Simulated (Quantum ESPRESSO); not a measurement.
# WAu (F-43m) in Quantum ESPRESSO: energy-loss spectrum with LDA

Aim: the energy-loss spectrum of WAu with LDA.

Everything below comes from runs of Quantum ESPRESSO 7.5. Logs are shortened: lines on timing, memory, paths and dates and some standing lists are left out, and cuts for length are marked.

## Step 1: The cell of the first run

It takes space group F-43m (No. 216, cubic). Conventional cell: a = 5.576 Å, b = 5.576 Å, c = 5.576 Å, α = 90.00°, β = 90.00°, γ = 90.00°. W (site symmetry -43m) has 4 Au at 2.41 Å as nearest neighbours. Au (site symmetry -43m) is surrounded by 4 W at 2.41 Å.

The cell was built by a generator and needn't be a form met in nature.

## Step 2: Energy-loss spectrum, LDA (volume scaled by 0.88)

Input file pw.in:

```
&CONTROL
  calculation = 'scf'
  prefix = 'pwscf'
  outdir = './tmp'
  pseudo_dir = './pseudo'
  tprnfor = .true.
  tstress = .true.
  disk_io = 'low'
/
&SYSTEM
  ibrav = 0
  celldm(1) = 8
  nat = 2
  ntyp = 2
  ecutwfc = 56
  ecutrho = 448
  nbnd = 19
  occupations = 'smearing'
  smearing = 'mp'
  degauss = 0.01999163
/
&ELECTRONS
  conv_thr = 4d-10
  electron_maxstep = 120
  mixing_beta = 0.5
/
ATOMIC_SPECIES
W    183.8400 w_lda_v1.2.uspp.F.UPF
Au   196.9666 au_lda_v1.uspp.F.UPF
CELL_PARAMETERS alat
  0.0000000000000   0.6585339596689   0.6585339596689
  0.6585339596689   0.0000000000000   0.6585339596689
  0.6585339596689   0.6585339596689   0.0000000000000
ATOMIC_POSITIONS crystal
W      0.0000000000    0.0000000000    0.0000000000
Au     0.7500000000    0.7500000000    0.7500000000
K_POINTS automatic
6 6 6 0 0 0
```

Input file scf2.in:

```
&CONTROL
  calculation = 'scf'
  prefix = 'pwscf'
  outdir = './tmp'
  pseudo_dir = './pseudo'
  tprnfor = .true.
  tstress = .true.
  disk_io = 'low'
/
&SYSTEM
  ibrav = 0
  celldm(1) = 8
  nat = 2
  ntyp = 2
  ecutwfc = 56
  ecutrho = 448
  nbnd = 19
  occupations = 'smearing'
  smearing = 'mp'
  degauss = 0.01999163
/
&ELECTRONS
  conv_thr = 1d-11
  electron_maxstep = 120
  mixing_beta = 0.5
  startingpot = 'file'
  startingwfc = 'file'
/
ATOMIC_SPECIES
W    183.8400 w_lda_v1.2.uspp.F.UPF
Au   196.9666 au_lda_v1.uspp.F.UPF
CELL_PARAMETERS alat
  0.0000000000000   0.6585339596689   0.6585339596689
  0.6585339596689   0.0000000000000   0.6585339596689
  0.6585339596689   0.6585339596689   0.0000000000000
ATOMIC_POSITIONS crystal
W      0.0000000000    0.0000000000    0.0000000000
Au     0.7500000000    0.7500000000    0.7500000000
K_POINTS automatic
6 6 6 0 0 0
```

Input file eels.in:

```
&LR_INPUT
  prefix = 'pwscf'
  outdir = './tmp'
  restart_step = 5000
  restart = .false.
/
&LR_CONTROL
  calculator = 'lanczos'
  approximation = 'TDDFT'
  q1 = 0.2021308053
  q2 = 0
  q3 = 0
  itermax = 400
/
```

Input file spectrum.in:

```
&LR_INPUT
  prefix = 'pwscf'
  outdir = './tmp'
  eels = .true.
  itermax0 = 400
  itermax = 20000
  extrapolation = 'osc'
  epsil = 0.02
  units = 1
  start = 0
  end = 40
  increment = 0.2
/
```

Input file spectrum_short.in:

```
&LR_INPUT
  prefix = 'pwscf'
  outdir = './tmp'
  eels = .true.
  itermax0 = 266
  itermax = 20000
  extrapolation = 'osc'
  epsil = 0.02
  units = 1
  start = 0
  end = 40
  increment = 0.2
/
```

Potentials or basis: GBRV 1.5 LDA.

Run with:

```
OMP_NUM_THREADS=1 pw.x -in pw.in > pw.out
OMP_NUM_THREADS=1 pw.x -in scf2.in > scf2.out
OMP_NUM_THREADS=1 turbo_eels.x -in eels.in > eels.out
OMP_NUM_THREADS=1 turbo_spectrum.x -in spectrum.in > spectrum.out
OMP_NUM_THREADS=1 turbo_spectrum.x -in spectrum_short.in > spectrum_short.out
```

pw.out:

```text
This program is part of the open-source Quantum ESPRESSO suite
     for quantum simulation of materials; please cite
[... 9 lines left out ...]
     --------------------
     sticks:   dense  smooth     PW     G-vecs:    dense   smooth      PW
     Sum        1723     847    253                47039    16529    2733

     Using Slab Decomposition

     bravais-lattice index     =            0
     lattice parameter (alat)  =       8.0000  a.u.
     unit-cell volume          =     292.4385 (a.u.)^3
     number of atoms/cell      =            2
     number of atomic types    =            2
     number of electrons       =        25.00
     number of Kohn-Sham states=           19
     kinetic-energy cutoff     =      56.0000  Ry
     charge density cutoff     =     448.0000  Ry
     scf convergence threshold =      4.0E-10
     mixing beta               =       0.5000
     number of iterations used =            8  plain     mixing
     Exchange-correlation= SLA  PZ   NOGX NOGC
                           (   1   1   0   0   0   0   0)

     celldm(1)=   8.000000  celldm(2)=   0.000000  celldm(3)=   0.000000
     celldm(4)=   0.000000  celldm(5)=   0.000000  celldm(6)=   0.000000

     crystal axes: (cart. coord. in units of alat)
               a(1) = (   0.000000   0.658534   0.658534 )
               a(2) = (   0.658534   0.000000   0.658534 )
               a(3) = (   0.658534   0.658534   0.000000 )

     reciprocal axes: (cart. coord. in units 2 pi/alat)
               b(1) = ( -0.759262  0.759262  0.759262 )
               b(2) = (  0.759262 -0.759262  0.759262 )
               b(3) = (  0.759262  0.759262 -0.759262 )

     PseudoPot. # 1 for W  read from file:
     w_lda_v1.2.uspp.F.UPF
     Pseudo is Ultrasoft + core correction, Zval = 14.0
     Generated by new atomic code, or converted to UPF format
     Using radial grid of  923 points,  8 beta functions with:
                l(1) =   0
                l(2) =   0
                l(3) =   0
                l(4) =   1
                l(5) =   1
                l(6) =   2
                l(7) =   2
                l(8) =   3
     Q(r) pseudized with  6 coefficients,  rinner =    1.350   1.350   1.350
                                                       1.350   1.350   1.350
                                                       1.350

     PseudoPot. # 2 for Au read from file:
     au_lda_v1.uspp.F.UPF
     Pseudo is Ultrasoft + core correction, Zval = 11.0
     Generated by new atomic code, or converted to UPF format
     Using radial grid of  985 points,  7 beta functions with:
                l(1) =   0
                l(2) =   0
                l(3) =   1
                l(4) =   1
                l(5) =   2
                l(6) =   2
                l(7) =   3
     Q(r) pseudized with  6 coefficients,  rinner =    1.900   1.900   1.900
                                                       1.900   1.900   1.900
                                                       1.900

     atomic species   valence    mass     pseudopotential
     W                14.00   183.84000     W ( 1.00)
     Au               11.00   196.96660     Au( 1.00)

     24 Sym. Ops. (no inversion) found

   Cartesian axes

     site n.     atom                  positions (alat units)
         1        W      tau(   1) = (   0.0000000   0.0000000   0.0000000  )
         2        Au     tau(   2) = (   0.9878009   0.9878009   0.9878009  )

     number of k points=    16  Methfessel-Paxton smearing, width (Ry)=  0.0200
                       cart. coord. in units 2pi/alat
        k(    1) = (   0.0000000   0.0000000   0.0000000), wk =   0.0092593
        k(    2) = (   0.1265437   0.1265437  -0.1265437), wk =   0.0740741
        k(    3) = (   0.2530874   0.2530874  -0.2530874), wk =   0.0740741
        k(    4) = (  -0.3796311  -0.3796311   0.3796311), wk =   0.0370370
        k(    5) = (   0.2530874   0.0000000  -0.0000000), wk =   0.0555556
        k(    6) = (   0.3796311   0.1265437  -0.1265437), wk =   0.2222222
[... 8 lines left out ...]
        k(   15) = (  -0.1265437  -0.3796311   0.6327186), wk =   0.2222222
        k(   16) = (  -0.7592623   0.2530874   0.0000000), wk =   0.1111111

     Dense  grid:    47039 G-vectors     FFT dimensions: (  54,  54,  54)

     Smooth grid:    16529 G-vectors     FFT dimensions: (  36,  36,  36)

     Check: negative core charge=   -0.000001

     Initial potential from superposition of free atoms

     starting charge      24.8996, renormalised to      25.0000

     negative rho (up, down):  6.116E-02 0.000E+00
     Starting wfcs are   22 randomized atomic wfcs

     Self-consistent Calculation

     iteration #  1     ecut=    56.00 Ry     beta= 0.50
     Davidson diagonalization with overlap
     ethr =  1.00E-02,  avg # of iterations =  4.7

     negative rho (up, down):  6.334E-02 0.000E+00

     total energy              =    -273.50662363 Ry
     estimated scf accuracy    <       0.70622265 Ry

     iteration #  2     ecut=    56.00 Ry     beta= 0.50
     Davidson diagonalization with overlap
     ethr =  2.82E-03,  avg # of iterations =  2.0

     negative rho (up, down):  6.309E-02 0.000E+00

     total energy              =    -273.73803982 Ry
     estimated scf accuracy    <       0.79523943 Ry

     iteration #  3     ecut=    56.00 Ry     beta= 0.50
     Davidson diagonalization with overlap
     ethr =  2.82E-03,  avg # of iterations =  1.3

     negative rho (up, down):  6.412E-02 0.000E+00

     total energy              =    -273.84285909 Ry
     estimated scf accuracy    <       0.01147971 Ry

     iteration #  4     ecut=    56.00 Ry     beta= 0.50
     Davidson diagonalization with overlap
     ethr =  4.59E-05,  avg # of iterations =  3.4

     negative rho (up, down):  6.479E-02 0.000E+00

     total energy              =    -273.84655105 Ry
     estimated scf accuracy    <       0.00122620 Ry

     iteration #  5     ecut=    56.00 Ry     beta= 0.50
     Davidson diagonalization with overlap
     ethr =  4.90E-06,  avg # of iterations =  2.1

     negative rho (up, down):  6.473E-02 0.000E+00

     total energy              =    -273.84666480 Ry
     estimated scf accuracy    <       0.00001246 Ry

     iteration #  6     ecut=    56.00 Ry     beta= 0.50
     Davidson diagonalization with overlap
     ethr =  4.98E-08,  avg # of iterations =  4.7

     negative rho (up, down):  6.466E-02 0.000E+00

     total energy              =    -273.84668039 Ry
     estimated scf accuracy    <       0.00000284 Ry

     iteration #  7     ecut=    56.00 Ry     beta= 0.50
     Davidson diagonalization with overlap
     ethr =  1.14E-08,  avg # of iterations =  1.1

     negative rho (up, down):  6.457E-02 0.000E+00

     total energy              =    -273.84668026 Ry
     estimated scf accuracy    <       0.00000067 Ry

     iteration #  8     ecut=    56.00 Ry     beta= 0.50
     Davidson diagonalization with overlap
     ethr =  2.66E-09,  avg # of iterations =  1.6

     negative rho (up, down):  6.455E-02 0.000E+00

     total energy              =    -273.84668027 Ry
     estimated scf accuracy    <       0.00000004 Ry

     iteration #  9     ecut=    56.00 Ry     beta= 0.50
     Davidson diagonalization with overlap
     ethr =  1.52E-10,  avg # of iterations =  3.9

     negative rho (up, down):  6.456E-02 0.000E+00

     total energy              =    -273.84668029 Ry
     estimated scf accuracy    <       0.00000001 Ry

     iteration # 10     ecut=    56.00 Ry     beta= 0.50
     Davidson diagonalization with overlap
     ethr =  5.45E-11,  avg # of iterations =  1.8

     negative rho (up, down):  6.456E-02 0.000E+00

     End of self-consistent calculation

          k = 0.0000 0.0000 0.0000 (  2085 PWs)   bands (ev):

   -60.9287 -25.1724 -25.1724 -25.1724   4.9467   6.7966   6.7966   7.0583
     7.0583   7.0583  12.3582  12.3582  12.3582  15.1397  15.1397  22.2285
    24.8637  24.8637  24.8637

          k = 0.1265 0.1265-0.1265 (  2070 PWs)   bands (ev):

   -60.9284 -25.1778 -25.1718 -25.1718   5.4067   6.6712   6.6712   7.0063
     7.2309   7.2309  11.8733  12.4723  12.4723  15.0399  15.0399  21.5967
    22.7165  24.5264  24.5264

          k = 0.2531 0.2531-0.2531 (  2054 PWs)   bands (ev):

   -60.9279 -25.1884 -25.1707 -25.1707   6.2450   6.7071   6.7071   7.2107
     7.2450   7.2450  11.1860  12.7714  12.7714  14.9011  14.9011  17.6227
    22.2128  22.7153  22.7153

          k =-0.3796-0.3796 0.3796 (  2060 PWs)   bands (ev):

   -60.9276 -25.1936 -25.1701 -25.1701   6.3758   6.9140   6.9140   7.0404
     7.0404   7.7678  11.0982  12.9594  12.9594  14.8697  14.8697  15.6082
    21.8882  21.8882  22.0127

          k = 0.2531 0.0000-0.0000 (  2061 PWs)   bands (ev):

   -60.9283 -25.1798 -25.1715 -25.1715   5.5773   6.4186   6.9927   7.0434
     7.0434   7.3033  11.6004  12.6556  12.6556  14.7717  15.1113  22.6530
    22.6752  22.6752  23.2506

          k = 0.3796 0.1265-0.1265 (  2059 PWs)   bands (ev):

   -60.9279 -25.1875 -25.1718 -25.1705   6.2486   6.4536   6.9782   7.0351
     7.1784   7.4274  11.1693  12.7761  13.0318  14.5180  15.0698  18.7024
    21.0582  21.5413  22.8688

          k =-0.2531-0.5062 0.5062 (  2070 PWs)   bands (ev):

   -60.9275 -25.1919 -25.1735 -25.1698   6.3836   6.5536   6.8504   7.1549
     7.2838   8.0699  11.2833  12.7375  13.0027  14.8227  15.0929  15.7297
    20.0044  20.5620  22.8040

          k =-0.1265-0.3796 0.3796 (  2071 PWs)   bands (ev):

   -60.9276 -25.1897 -25.1741 -25.1701   6.4278   6.5723   6.7373   7.0075
     7.4624   7.8304  11.4485  12.6464  12.6680  14.7928  15.1207  16.5581
    19.6102  21.7905  22.9229

          k = 0.0000-0.2531 0.2531 (  2057 PWs)   bands (ev):

   -60.9281 -25.1833 -25.1725 -25.1711   6.0463   6.4766   6.7716   7.0063
     7.1939   7.4448  11.5254  12.4809  12.6941  14.7123  15.1357  19.8876
    20.7312  23.2533  24.0727

          k = 0.5062 0.0000-0.0000 (  2064 PWs)   bands (ev):

   -60.9276 -25.1944 -25.1697 -25.1697   6.1151   6.9775   6.9844   6.9844
     7.4362   7.4407  10.7147  13.6929  13.6929  13.9897  14.8107  18.7554
    19.0777  19.0777  22.8687

          k =-0.1265-0.6327 0.6327 (  2074 PWs)   bands (ev):

   -60.9274 -25.1966 -25.1721 -25.1691   6.1972   6.5617   6.8948   7.0962
     7.5871   8.5448  10.6601  13.2843  13.8495  14.8038  15.1405  16.0218
    17.8256  18.2187  23.5709

          k =-0.0000-0.5062 0.5062 (  2079 PWs)   bands (ev):

   -60.9274 -25.1907 -25.1778 -25.1693   6.2279   6.6386   6.6921   7.0886
     7.6074   8.6239  11.4903  12.7923  12.8571  14.8943  15.2097  16.0250
    17.1945  19.4866  23.7223

          k =-0.7593 0.0000 0.0000 (  2068 PWs)   bands (ev):

   -60.9273 -25.2016 -25.1688 -25.1688   6.2478   6.5233   6.9422   6.9422
     7.7037   9.0252  10.0979  13.5642  14.6116  15.0226  15.0226  16.5695
    16.8366  16.8366  23.3425

          k =-0.2531-0.5062 0.7593 (  2061 PWs)   bands (ev):

   -60.9275 -25.1910 -25.1745 -25.1697   6.2945   6.5334   6.7651   7.2938
     7.3927   7.9904  11.1415  12.7399  13.2533  14.5797  15.2397  17.0417
    18.2902  19.9886  24.1763

          k =-0.1265-0.3796 0.6327 (  2072 PWs)   bands (ev):

   -60.9274 -25.1907 -25.1780 -25.1692   6.2915   6.4398   6.7406   7.3778
     7.4167   8.6111  11.5992  12.1226  13.6066  14.8502  15.3656  15.5666
    17.6708  18.8835  24.5331

          k =-0.7593 0.2531 0.0000 (  2090 PWs)   bands (ev):

   -60.9273 -25.1949 -25.1754 -25.1688   6.2586   6.3542   6.8228   7.2672
     7.6124   8.9485  10.8776  12.6486  14.3894  15.0946  15.5254  15.6505
    16.4196  17.5505  25.1701

     the Fermi energy is    13.2228 ev

!    total energy              =    -273.84668030 Ry
     estimated scf accuracy    <          2.8E-10 Ry
     smearing contrib. (-TS)   =       0.00049293 Ry
     internal energy E=F+TS    =    -273.84717323 Ry

     The total energy is F=E-TS. E is the sum of the following terms:
     one-electron contribution =     -50.97548814 Ry
     hartree contribution      =      41.46575370 Ry
     xc contribution           =    -102.95647171 Ry
     ewald contribution        =    -161.38096708 Ry

     convergence has been achieved in  10 iterations

     negative rho (up, down):  6.456E-02 0.000E+00

     Forces acting on atoms (cartesian axes, Ry/au):

     atom    1 type  1   force =    -0.00000000   -0.00000000   -0.00000000
     atom    2 type  2   force =     0.00000000    0.00000000   -0.00000000

     Total force =     0.000000     Total SCF correction =     0.000000

     Computing stress (Cartesian axis) and pressure

     negative rho (up, down):  6.456E-02 0.000E+00
          total   stress  (Ry/bohr**3)                   (kbar)     P=      128.53
   0.00087375   0.00000000  -0.00000000          128.53        0.00       -0.00
   0.00000000   0.00087375   0.00000000            0.00      128.53        0.00
   0.00000000  -0.00000000   0.00087375            0.00       -0.00      128.53

=------------------------------------------------------------------------------=
   JOB DONE.
=------------------------------------------------------------------------------=
```

It took 22 min on 1 thread of Arm Neoverse V1, shared host; peak memory 0.57 GiB.

What came out:

- Free energy: -3725.8739 eV
- Pressure: 12.9 GPa
- Band gap on the k mesh: none (metal or under the smearing width)
- Peak of the energy-loss function: 17.8 eV

Energy-loss function at q = [0.3, 0.0, 0.0] (Å⁻¹, cartesian):
| energy (eV) | loss |
| --- | --- |
| 0.0 | 0.000 |
| 1.8 | 0.007 |
| 3.4 | 0.063 |
| 5.2 | 0.141 |
| 7.0 | 0.194 |
| 8.6 | 0.242 |
| 10.4 | 0.325 |
| 12.2 | 0.481 |
| 13.8 | 0.706 |
| 15.6 | 0.946 |
| 17.4 | 1.055 |
| 19.0 | 1.020 |
| 20.8 | 0.863 |
| 22.4 | 0.768 |
| 24.2 | 0.797 |
| 26.0 | 0.798 |
| 27.6 | 0.602 |
| 29.4 | 0.451 |
| 31.2 | 0.475 |
| 32.8 | 0.636 |
| 34.6 | 0.713 |
| 36.4 | 0.474 |
| 38.0 | 0.361 |
| 39.8 | 0.385 |

Caveat: the k mesh is coarse; the wave vector is under the mesh spacing, so the intraband response is poorly sampled; the Lanczos chain is short for so many electrons, so humps in the spectrum may be artefacts. Spin-orbit coupling is left out, which matters for the levels of Au, W.
